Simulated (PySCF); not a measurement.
# A workflow on CH2ClNSn (SMILES N#[C][SnH2][Cl]), part 1 of 2

We compute a saddle-point search (HF-D3(0)/ma-def2-SVP), then vibrational wavenumbers, then the intrinsic reaction coordinate (HF-D3(0)/ma-def2-SVP), then the energy (HF-D3(0)/ma-def2-SVP), then the energy (MP2/cc-pVDZ-PP), then the energy of CH2ClNSn. Input form: a Python script.

The calculation is run with PySCF 2.14.0.

## (1) The system as given

The species is CH2ClNSn (6 atoms), meant as a singlet with charge 0. As SMILES, `N#[C][SnH2][Cl]`. The run starts from this shape.

Bond lengths: N1–C2 1.152 Å, C2–Sn3 2.106 Å, Sn3–Cl4 2.312 Å, Sn3–H5 2.030 Å, Sn3–H6 1.692 Å. Angles: N1–C2–Sn3 178.7°, C2–Sn3–Cl4 105.2°, C2–Sn3–H5 119.5°, C2–Sn3–H6 108.3°, Cl4–Sn3–H5 55.3°, Cl4–Sn3–H6 108.4°, H5–Sn3–H6 131.8°.

## (2) A saddle-point search at HF-D3(0)/ma-def2-SVP (core potential) (run 1)

Contents of start.xyz:

```xyz
6
CH2ClNSn
N      1.805200    -1.621100     1.077500
C      1.044600    -0.886000     0.621300
Sn    -0.317700     0.495000    -0.198800
Cl    -1.934000    -0.791900    -1.235400
H     -0.676748     0.479229    -2.196594
H     -1.044000     1.343700     1.071400
```

Contents of calc.py:

```python
from pyscf import gto
from pyscf.geomopt.geometric_solver import kernel as optimise

system = gto.M(
    atom='start.xyz',
    ecp={'Sn': 'def2-svp'},
    max_memory=1860,
    basis='ma-def2-svp',
    verbose=3,
)

hf = system.RHF()
hf.disp = 'd3zero'
converged, mol_eq = optimise(hf, maxsteps=60, transition=True, hessian=True)
print('converged:', converged)
print(mol_eq.tostring())

hf.reset(mol_eq)
system = mol_eq
hf.kernel()
e_final = hf.e_tot
print('E(%s) = %.9f' % ('HF', e_final))
```

On the command line:

```bash
$ OMP_NUM_THREADS=1 python calc.py
```

The log of the run:

```text
converged SCF energy = -766.027081603369

WARN: DFTD3 does not support analytical Hessian, using finite difference

WARN: Mole.unit (angstrom) is changed to Bohr

[... 51 lines left out ...]
WARN: Mole.unit (angstrom) is changed to Bohr
[... 20 lines left out ...]
Note: Free energy does not include contribution from imaginary mode(s)
[... 7 lines left out ...]
Ground State Electronic Energy    : E0                        =  -766.02708160 au (   -480689.2511 kcal/mol)
[... 40 lines left out ...]
converged SCF energy = -766.028327138797
[... 71 lines left out ...]
converged SCF energy = -766.02973107501
[... 71 lines left out ...]
converged SCF energy = -766.026546733311
[... 71 lines left out ...]
converged SCF energy = -766.024545274395
[... 71 lines left out ...]
converged SCF energy = -766.027954908131
[... 71 lines left out ...]
converged SCF energy = -766.029304635597
[... 49 lines left out ...]
converged SCF energy = -766.029312292163
[... 61 lines left out ...]
Converged! =D
[... 1 line left out ...]
converged: True
N           1.77465378       -1.59179340        1.12575451
C           1.05858873       -0.83577627        0.66574700
Sn         -0.17806836        0.68239982       -0.22263573
Cl         -1.95323741       -0.83257004       -1.63369852
H          -0.75087840        0.35818559       -1.92126933
H          -1.07450731        1.23930902        1.12588991
converged SCF energy = -766.029313860923
E(HF) = -766.029313861
```

Wall time 2.3 min (1 thread of AMD EPYC 9R45 (Zen 5), shared host); peak memory 0.22 GiB.

Step by step:

```csv
step,energy from the first frame kept (eV),largest force (eV/Å)
0,0.0000,3.8960
1,-0.0155,3.7305
2,-0.0339,3.5108
3,-0.0537,3.4427
4,-0.0693,3.3384
5,-0.0721,3.2178
6,-0.0603,3.0831
7,-0.0319,2.9225
8,0.0146,2.7008
9,0.0689,2.4904
10,0.0808,2.1147
11,0.0690,1.7285
12,0.0462,1.3083
13,0.0126,0.9084
14,-0.0238,0.6098
15,-0.0466,0.2614
16,-0.0574,0.1467
17,-0.0605,0.0502
18,-0.0605,0.0280
19,-0.0607,0.0153
20,-0.0607,0.0089
21,-0.0607,0.0064
```

After the run. Bond lengths: N1–C2 1.138 Å, C2–Sn3 2.150 Å, Sn3–Cl4 2.727 Å, Sn3–H5 1.822 Å, Sn3–H6 1.712 Å. Angles: N1–C2–Sn3 176.1°, C2–Sn3–Cl4 101.3°, C2–Sn3–H5 116.1°, C2–Sn3–H6 101.8°, Cl4–Sn3–H5 38.2°, Cl4–Sn3–H6 104.3°, H5–Sn3–H6 128.9°.

## (3) The harmonic vibrations at HF-D3(0)/ma-def2-SVP (core potential) (run 2)

Contents of input.xyz:

```xyz
6
CH2ClNSn
N      2.074633    -1.705773     1.462678
C      1.358568    -0.949756     1.002670
Sn     0.121911     0.568420     0.114287
Cl    -1.653258    -0.946550    -1.296776
H     -0.450899     0.244206    -1.584346
H     -0.774528     1.125329     1.462813
```

Contents of calc.py:

```python
from pyscf import gto, scf, symm
from pyscf.hessian import thermo

system = gto.Mole()
system.atom = 'input.xyz'
system.spin = 0
system.verbose = 4
system.basis = 'ma-def2-svp'
system.ecp = {'Sn': 'def2-svp'}
system.max_memory = 1860
system.build()

calc0 = scf.RHF(system)
calc0.disp = 'd3zero'
calc0.kernel()

etot = calc0.e_tot
print('Final energy', etot)
hess = calc0.Hessian().kernel()
modes = thermo.harmonic_analysis(system, hess)
thermo.dump_normal_mode(system, modes)
symm.geom.TOLERANCE = 1e-3  # for the symmetry number
th = thermo.thermo(calc0, modes['freq_au'], 200, 101325)
thermo.dump_thermo(system, th)
```

On the command line:

```bash
$ OMP_NUM_THREADS=1 python calc.py
```

The log of the run:

```text
PySCF version 2.14.0

[... 68 lines left out ...]
converged SCF energy = -766.029313861053
Final energy -766.0293138610533
[... 3 lines left out ...]
WARN: DFTD3 does not support analytical Hessian, using finite difference
[... 1 line left out ...]
WARN: Mole.unit (angstrom) is changed to Bohr
[... 319 lines left out ...]
Gibbs free energy [Eh] -766.02814
```

Run time: 40 s. Hardware: 1 thread of AMD EPYC 9R45 (Zen 5), shared host; peak memory 0.2 GiB.

## (4) A reaction path at HF-D3(0)/ma-def2-SVP (core potential, path step 0.3 bohr*amu^0.5) (run 3)

Contents of input.xyz:

```xyz
6

N      1.774654    -1.591793     1.125755
C      1.058589    -0.835776     0.665747
Sn    -0.178068     0.682400    -0.222636
Cl    -1.953237    -0.832570    -1.633699
H     -0.750878     0.358186    -1.921269
H     -1.074507     1.239309     1.125890
```

Contents of job.py:

```python
# N#[C][SnH2][Cl]
import numpy
from pyscf import gto
from pyscf.hessian import thermo

molecule = gto.Mole()
molecule.atom = 'input.xyz'
molecule.max_memory = 1860
molecule.verbose = 0
molecule.basis = 'ma-def2-svp'
molecule.ecp = {'Sn': 'def2-svp'}
molecule.spin = 0
molecule.charge = 0
molecule.build()

mf = molecule.RHF()
mf.disp = 'd3zero'
mf.kernel()
modes = thermo.harmonic_analysis(molecule, mf.Hessian().kernel())
print('lowest modes (1/cm)', numpy.round(modes['freq_wavenumber'][:3], 1))
w = numpy.sqrt(molecule.atom_mass_list(isotope_avg=True))[:, None]
mode = modes['norm_mode'][0] * w
mode /= numpy.linalg.norm(mode)
scanner = mf.nuc_grad_method().as_scanner()
x_ts, e_ts, ds = molecule.atom_coords() * w, mf.e_tot, 0.3  # mass-weighted, bohr amu^1/2
path = []
for sign in (1, -1):
    x, e_old = x_ts + sign * ds * mode, e_ts
    for k in range(1, 13):
        e, g = scanner(molecule.set_geom_(x / w, unit='bohr', inplace=False))
        if e > e_old:
            break
        path.append((sign * k * ds, e, x / w, g))
        d1 = -g / w / numpy.linalg.norm(g / w)
        g2 = scanner(molecule.set_geom_((x + 0.5 * ds * d1) / w, unit='bohr', inplace=False))[1] / w  # midpoint rule
        x, e_old = x - ds * g2 / numpy.linalg.norm(g2), e
path.sort(key=lambda p: p[0])
print('s (bohr amu^1/2)   E - E(TS) (kcal/mol)')
for s, e, x, g in path:
    print('%7.2f %10.3f' % (s, (e - e_ts) * 627.5095))
for s, e, x, g in (path[0], path[-1]):
    print('end at s = %.2f' % s)
    print(molecule.set_geom_(x, unit='bohr', inplace=False).tostring())
```

On the command line:

```bash
$ OMP_NUM_THREADS=1 python job.py
```

The log of the run:

```text
lowest modes (1/cm) [  0. +1492.3j  70.8   +0.j  211.6   +0.j ]
s (bohr amu^1/2)   E - E(TS) (kcal/mol)
  -1.80    -23.475
  -1.50    -18.015
  -1.20    -17.607
  -0.90    -14.218
  -0.60     -8.465
  -0.30     -2.393
   0.30     -2.163
   0.60     -7.459
   0.90    -14.244
   1.20    -21.401
   1.50    -28.292
   1.80    -34.572
   2.10    -40.070
   2.40    -44.739
   2.70    -48.609
   3.00    -51.579
   3.30    -52.734
   3.60    -56.308
end at s = -1.80
N           1.78466331       -1.60039468        1.12793344
C           1.04912367       -0.85361618        0.68353661
Sn         -0.17150767        0.69249220       -0.21903971
Cl         -1.96014842       -0.83920036       -1.64306456
H          -1.23303362       -0.04402857       -2.33607485
H          -1.14818437        1.01827339        1.20429665
end at s = 3.60
N           1.75849573       -1.57732607        1.12039695
C           1.07812647       -0.81008670        0.64467793
Sn         -0.20043989        0.65720797       -0.23872173
Cl         -1.91608476       -0.80020063       -1.57701452
H           0.47024918        1.40309150       -1.56386038
H          -0.97580789        1.51569254        0.99485325
```

It took 3.5 min on 1 thread of AMD EPYC 9R45 (Zen 5), shared host; peak memory 0.27 GiB.

Step by step:

```csv
step,energy from the first frame kept (eV),largest force (eV/Å)
0,0.0000,1.9230
1,0.2368,2.5154
2,0.2545,2.1787
3,0.4015,2.4247
4,0.6509,2.2017
5,0.9142,1.2928
6,0.9242,1.2115
7,0.6945,2.1528
8,0.4003,2.7891
9,0.0900,3.1776
10,-0.2089,3.3805
11,-0.4812,3.4464
12,-0.7196,3.4113
13,-0.9221,3.3036
14,-1.0899,3.1504
15,-1.2187,3.0233
16,-1.2688,3.2856
17,-1.4237,2.6548
```

## (5) The energy at HF-D3(0)/ma-def2-SVP (core potential) (run 4)

Contents of mol.xyz:

```xyz
6
CH2ClNSn
N      1.805200    -1.621100     1.077500
C      1.044600    -0.886000     0.621300
Sn    -0.317700     0.495000    -0.198800
Cl    -1.934000    -0.791900    -1.235400
H      0.487900     1.396200    -1.382100
H     -1.044000     1.343700     1.071400
```

Contents of job.py:

```python
# N#[C][SnH2][Cl]
from pyscf import gto, scf

mol = gto.Mole()
mol.atom = 'mol.xyz'
mol.max_memory = 1860
mol.basis = 'ma-def2-svp'
mol.ecp = {'Sn': 'def2-svp'}
mol.charge = 0
mol.verbose = 4
mol.build()

mf = scf.RHF(mol)
mf.disp = 'd3zero'
mf.kernel()

energy = mf.e_tot
print('Final energy', energy)
```

On the command line:

```bash
$ OMP_NUM_THREADS=1 python job.py
```

The log of the run:

```text
PySCF version 2.14.0

[INPUT] num. atoms = 6
[INPUT] num. electrons = 54
[INPUT] charge = 0
[INPUT] spin (= nelec alpha-beta = 2S) = 0
[INPUT] symmetry False subgroup None
[INPUT] Mole.unit = angstrom
[INPUT] Symbol           X                Y                Z      unit          X                Y                Z       unit  Magmom
[INPUT]  1 N      1.805200000000  -1.621100000000   1.077500000000 AA    3.411333600065  -3.063435020532   2.036179899219 Bohr   0.0
[INPUT]  2 C      1.044600000000  -0.886000000000   0.621300000000 AA    1.974007909721  -1.674297346365   1.174086841192 Bohr   0.0
[INPUT]  3 Sn    -0.317700000000   0.495000000000  -0.198800000000 AA   -0.600365989774   0.935414431660  -0.375677553564 Bohr   0.0
[INPUT]  4 Cl    -1.934000000000  -0.791900000000  -1.235400000000 AA   -3.654730324909  -1.496474118043  -2.334567654288 Bohr   0.0
[INPUT]  5 H      0.487900000000   1.396200000000  -1.382100000000 AA    0.921997376175   2.638435615118  -2.611790476761 Bohr   0.0
[INPUT]  6 H     -1.044000000000   1.343700000000   1.071400000000 AA   -1.972874074046   2.539224993578   2.024652569859 Bohr   0.0

nuclear repulsion = 215.855613357301
number of shells = 42
number of NR pGTOs = 169
number of NR cGTOs = 92
basis = ma-def2-svp
ecp = {'Sn': 'def2-svp'}

******** <class 'pyscf.scf.hf.RHF'> ********
method = RHF
initial guess = minao
damping factor = 0
level_shift factor = 0
DIIS = <class 'pyscf.scf.diis.CDIIS'>
diis_start_cycle = 1
diis_space = 8
diis_damp = 0
SCF conv_tol = 1e-09
SCF conv_tol_grad = None
SCF max_cycles = 50
direct_scf = True
direct_scf_tol = 1e-13
Set gradient conv threshold to 3.16228e-05
Initial guess from minao.
Calc dispersion correction with DFTD3.
Parameters: xc=hf, version=d3zero, atm=False
init E= -742.649512108473
  HOMO = -0.681944611808066  LUMO = -0.499647752481756  gap/eV = 4.96055
cycle= 1 E= -765.383840689703  delta_E= -22.7  |g|= 1.77  |ddm|= 8.32
  HOMO = -0.326444393611887  LUMO = 0.0512762265568991  gap/eV = 10.27830
cycle= 2 E= -765.949997835372  delta_E= -0.566  |g|= 0.963  |ddm|= 5.78
  HOMO = -0.449293117121679  LUMO = 0.0273680432727904  gap/eV = 12.97061
cycle= 3 E= -766.12160709738  delta_E= -0.172  |g|= 0.227  |ddm|= 1.14
  HOMO = -0.459574831240784  LUMO = 0.0274056366091139  gap/eV = 13.25141
cycle= 4 E= -766.132100185341  delta_E= -0.0105  |g|= 0.0872  |ddm|= 0.284
  HOMO = -0.463958703860644  LUMO = 0.0264218544295742  gap/eV = 13.34393
cycle= 5 E= -766.134197398488  delta_E= -0.0021  |g|= 0.0156  |ddm|= 0.114
  HOMO = -0.462475315606689  LUMO = 0.0268188080320417  gap/eV = 13.31437
cycle= 6 E= -766.134316085486  delta_E= -0.000119  |g|= 0.00284  |ddm|= 0.0454
  HOMO = -0.462940115208133  LUMO = 0.0268154000016197  gap/eV = 13.32693
cycle= 7 E= -766.134319599881  delta_E= -3.51e-06  |g|= 0.00104  |ddm|= 0.00731
  HOMO = -0.462810416498788  LUMO = 0.0267905013744718  gap/eV = 13.32272
cycle= 8 E= -766.13432017064  delta_E= -5.71e-07  |g|= 0.000263  |ddm|= 0.00345
  HOMO = -0.462822678916478  LUMO = 0.0267915699790601  gap/eV = 13.32308
cycle= 9 E= -766.134320222534  delta_E= -5.19e-08  |g|= 0.000103  |ddm|= 0.000589
  HOMO = -0.46281543381718  LUMO = 0.0267920086217357  gap/eV = 13.32290
cycle= 10 E= -766.134320237264  delta_E= -1.47e-08  |g|= 5.57e-05  |ddm|= 0.000232
  HOMO = -0.462815760232661  LUMO = 0.0267907673601346  gap/eV = 13.32287
cycle= 11 E= -766.134320242717  delta_E= -5.45e-09  |g|= 2.08e-05  |ddm|= 0.000164
  HOMO = -0.462815536657079  LUMO = 0.0267908710690222  gap/eV = 13.32287
cycle= 12 E= -766.134320243458  delta_E= -7.41e-10  |g|= 4.5e-06  |ddm|= 7.62e-05
  HOMO = -0.462815802103446  LUMO = 0.0267907587680724  gap/eV = 13.32287
Extra cycle  E= -766.134320243469  delta_E= -1.09e-11  |g|= 2.31e-06  |ddm|= 1.29e-05
converged SCF energy = -766.134320243469
Final energy -766.1343202434689
```

Run time: 1.4 s. Hardware: 1 thread of AMD EPYC 9R45 (Zen 5), shared host; peak memory 0.19 GiB.

## (6) The energy at MP2/cc-pVDZ-PP (core potential) (run 5)

Contents of mol.xyz:

```xyz
6
CH2ClNSn
N      1.774654    -1.591793     1.125755
C      1.058589    -0.835776     0.665747
Sn    -0.178068     0.682400    -0.222636
Cl    -1.953237    -0.832570    -1.633699
H     -0.750878     0.358186    -1.921269
H     -1.074507     1.239309     1.125890
```

Contents of calc.py:

```python
# N#[C][SnH2][Cl]
from pyscf import gto, mp

mol = gto.Mole()
mol.atom = 'mol.xyz'
mol.basis = {'default': 'cc-pvdz-pp', 'N': 'cc-pvdz', 'C': 'cc-pvdz', 'Cl': 'cc-pvdz', 'H': 'cc-pvdz'}
mol.verbose = 4
mol.ecp = {'Sn': 'cc-pvdz-pp'}
mol.max_memory = 1860
mol.charge = 0
mol.build()

mf = mol.RHF()
mf.kernel()

pt = mp.MP2(mf).run()
e_tot = pt.e_tot
print('E = %.10f Eh' % e_tot)
```

On the command line:

```bash
$ OMP_NUM_THREADS=1 python calc.py
```

The log of the run:

```text
PySCF version 2.14.0

[INPUT] num. atoms = 6
[INPUT] num. electrons = 54
[INPUT] charge = 0
[INPUT] spin (= nelec alpha-beta = 2S) = 0
[INPUT] symmetry False subgroup None
[INPUT] Mole.unit = angstrom
[INPUT] Symbol           X                Y                Z      unit          X                Y                Z       unit  Magmom
[INPUT]  1 N      1.774654000000  -1.591793000000   1.125755000000 AA    3.353610025864  -3.008052817000   2.127368633360 Bohr   0.0
[INPUT]  2 C      1.058589000000  -0.835776000000   0.665747000000 AA    2.000443288477  -1.579387741484   1.258079498251 Bohr   0.0
[INPUT]  3 Sn    -0.178068000000   0.682400000000  -0.222636000000 AA   -0.336499751549   1.289549107403  -0.420721065469 Bohr   0.0
[INPUT]  4 Cl    -1.953237000000  -0.832570000000  -1.633699000000 AA   -3.691082986367  -1.573329279529  -3.087243679976 Bohr   0.0
[INPUT]  5 H     -0.750878000000   0.358186000000  -1.921269000000 AA   -1.418953772961   0.676873441653  -3.630672221617 Bohr   0.0
[INPUT]  6 H     -1.074507000000   1.239309000000   1.125890000000 AA   -2.030523948928   2.341954593709   2.127623746387 Bohr   0.0

nuclear repulsion = 201.896832708152
number of shells = 28
number of NR pGTOs = 163
number of NR cGTOs = 79
basis = {'default': 'cc-pvdz-pp', 'N': 'cc-pvdz', 'C': 'cc-pvdz', 'Cl': 'cc-pvdz', 'H': 'cc-pvdz'}
ecp = {'Sn': 'cc-pvdz-pp'}

******** <class 'pyscf.scf.hf.RHF'> ********
method = RHF
initial guess = minao
damping factor = 0
level_shift factor = 0
DIIS = <class 'pyscf.scf.diis.CDIIS'>
diis_start_cycle = 1
diis_space = 8
diis_damp = 0
SCF conv_tol = 1e-09
SCF conv_tol_grad = None
SCF max_cycles = 50
direct_scf = True
direct_scf_tol = 1e-13
Set gradient conv threshold to 3.16228e-05
[... 1 set-up line as earlier in the session ...]
init E= -747.643268819219
  HOMO = -0.744159194111199  LUMO = -0.664552236959338  gap/eV = 2.16622
cycle= 1 E= -765.010842060296  delta_E= -17.4  |g|= 1.94  |ddm|= 29.9
  HOMO = -0.124950075082303  LUMO = 0.0751131078107783  gap/eV = 5.44400
cycle= 2 E= -765.766116278485  delta_E= -0.755  |g|=  1.4  |ddm|= 4.77
  HOMO = -0.301109319671674  LUMO = -0.0117839193377804  gap/eV = 7.87295
cycle= 3 E= -766.238439337595  delta_E= -0.472  |g|= 0.253  |ddm|= 1.43
  HOMO = -0.351494914662638  LUMO = -0.025023054935609  gap/eV = 8.88375
cycle= 4 E= -766.253117505641  delta_E= -0.0147  |g|= 0.115  |ddm|= 0.288
  HOMO = -0.360945486832989  LUMO = -0.0232460916346753  gap/eV = 9.18927
cycle= 5 E= -766.256976077535  delta_E= -0.00386  |g|= 0.0252  |ddm|= 0.121
  HOMO = -0.357484990091557  LUMO = -0.0204213026424398  gap/eV = 9.17197
cycle= 6 E= -766.257273603829  delta_E= -0.000298  |g|= 0.00701  |ddm|= 0.048
  HOMO = -0.358142457382542  LUMO = -0.0203582692601501  gap/eV = 9.19158
cycle= 7 E= -766.257305993059  delta_E= -3.24e-05  |g|= 0.00234  |ddm|= 0.0134
  HOMO = -0.35821955290686  LUMO = -0.0204058937376885  gap/eV = 9.19238
cycle= 8 E= -766.2573125197  delta_E= -6.53e-06  |g|= 0.000775  |ddm|= 0.00853
  HOMO = -0.358245664295744  LUMO = -0.0203895989117129  gap/eV = 9.19353
cycle= 9 E= -766.257313622184  delta_E= -1.1e-06  |g|= 0.000235  |ddm|= 0.00444
  HOMO = -0.358231231789702  LUMO = -0.0203869436914417  gap/eV = 9.19321
cycle= 10 E= -766.257313704735  delta_E= -8.26e-08  |g|= 9.93e-05  |ddm|= 0.00115
  HOMO = -0.358233116592736  LUMO = -0.02038926396731  gap/eV = 9.19320
cycle= 11 E= -766.257313714658  delta_E= -9.92e-09  |g|= 3.94e-05  |ddm|= 0.000336
  HOMO = -0.358233715499665  LUMO = -0.0203900964973229  gap/eV = 9.19319
cycle= 12 E= -766.257313716945  delta_E= -2.29e-09  |g|= 1.66e-05  |ddm|= 0.000104
  HOMO = -0.3582336183823  LUMO = -0.0203899250976818  gap/eV = 9.19320
cycle= 13 E= -766.257313717467  delta_E= -5.23e-10  |g|= 4.66e-06  |ddm|= 6.24e-05
  HOMO = -0.358233279466951  LUMO = -0.0203898332724535  gap/eV = 9.19319
Extra cycle  E= -766.257313717482  delta_E= -1.44e-11  |g|= 2.79e-06  |ddm|= 9.39e-06
converged SCF energy = -766.257313717482

******** <class 'pyscf.mp.mp2.RMP2'> ********
nocc = 27, nmo = 79
E(RMP2) = -766.810108586269  E_corr = -0.552794868787245
E(SCS-RMP2) = -766.793954341394  E_corr = -0.536640623911913
E_corr(same-spin) = -0.146207559960901
E_corr(oppo-spin) = -0.406587308826344
E = -766.8101085863 Eh
```

Wall time 1.3 s (1 thread of AMD EPYC 9R45 (Zen 5), shared host); peak memory 0.2 GiB.

(Continued in part 2 of 2.)
